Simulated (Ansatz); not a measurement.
# ClH₄N₂NbS: basis-set convergence

One table from this session's results is given with a row withheld; the runs are named, their logs left out.

The runs use Ansatz 0.2.0, Gaussian basis; one geometry, several basis sets.

Levels to be run: PBE0-D4/def2-SVP; ωB97M-V/def2-SVP; PBE0-D4/def2-QZVPP; ωB97M-V/def2-QZVPP; the functionals' def2-TZVPP values are taken from earlier runs.

## Structure used throughout

An earlier PBE0-D4 in a triple-zeta def2 set relaxation fixed the geometry. Nb takes the def2 core potential; no spin-orbit term is included.

SMILES `[NH2][Nb]([NH2])(=[S])[Cl]`, 9 atoms, charge 0, spin multiplicity 1.

Atoms are counted from 1 here; the program's logs count them from 0.

Bond lengths: N1–Nb2 1.951 Å, N1–H6 1.012 Å, N1–H7 1.010 Å, Nb2–N3 1.951 Å, Nb2–S4 2.136 Å, Nb2–Cl5 2.311 Å, N3–H8 1.012 Å, N3–H9 1.010 Å. Angles: Nb2–N1–H6 124.1°, Nb2–N1–H7 125.4°, H6–N1–H7 110.4°, N1–Nb2–N3 111.3°, N1–Nb2–S4 107.9°, N1–Nb2–Cl5 108.6°, N3–Nb2–S4 107.9°, N3–Nb2–Cl5 108.6°, S4–Nb2–Cl5 112.5°, Nb2–N3–H8 124.1°, Nb2–N3–H9 125.4°, H8–N3–H9 110.4°.

Geometry (Å):

```
N    -1.28331    0.85378   -0.65380
Nb    0.43323   -0.04942   -0.44108
N     0.60923   -0.82606    1.34030
S     0.52090   -1.64001   -1.86419
Cl    2.12174    1.49951   -0.73861
H    -1.62891    1.57021   -0.02881
H    -1.96591    0.65138   -1.36973
H     0.48713   -0.30710    2.20002
H     0.79431   -1.79858    1.53891
```

The first run:

Contents of in.yaml:

```yaml
crystal:
  periodic: [false, false, false]
  atoms:
    - {symbol: N, position_ang: [-1.283313, 0.853776, -0.653800]}
    - {symbol: Nb, position_ang: [0.433227, -0.049422, -0.441078]}
    - {symbol: N, position_ang: [0.609234, -0.826064, 1.340297]}
    - {symbol: S, position_ang: [0.520902, -1.640010, -1.864187]}
    - {symbol: Cl, position_ang: [2.121740, 1.499506, -0.738610]}
    - {symbol: H, position_ang: [-1.628914, 1.570215, -0.028810]}
    - {symbol: H, position_ang: [-1.965914, 0.651378, -1.369734]}
    - {symbol: H, position_ang: [0.487132, -0.307103, 2.200015]}
    - {symbol: H, position_ang: [0.794306, -1.798575, 1.538907]}
basis:
  gaussian: {orbitals: def2-SVP}
hamiltonian: {xc: pbe0, dispersion: d4}
output: {orbitals: {seedname: orbitals}}
```

On the command line:

```bash
> ansatz run in.yaml --threads 4 --pin off --events-out ev --progress --plain --max-ram 10444MiB
```

Among the steps run: PBE0-D4 in def2-SVP; ωB97M-V in def2-SVP; PBE0-D4 in def2-QZVPP; ωB97M-V in def2-QZVPP.

One of the session's tables, all rows but one given; the rest of the session is left out.

It belongs to the step «Density functionals: the series». 

| functional | basis | HOMO (eV) | LUMO (eV) |
| --- | --- | --- | --- |
| PBE0-D4 | def2-SVP | -7.59 | -1.79 |
| PBE0-D4 | def2-TZVPP | -7.65 | -1.95 |
| PBE0-D4 | def2-QZVPP | -7.67 | -1.97 |
| ωB97M-V | def2-SVP | ? | ? |
| ωB97M-V | def2-TZVPP | -9.75 | 0.11 |
| ωB97M-V | def2-QZVPP | -9.79 | 0.06 |

Q: Estimate the row for ωB97M-V, def2-SVP from the others.

The run gave: HOMO (eV): -9.66; LUMO (eV): 0.33. In the column «HOMO (eV)» it lies between ωB97M-V, def2-TZVPP (-9.75) and PBE0-D4, def2-QZVPP (-7.67).
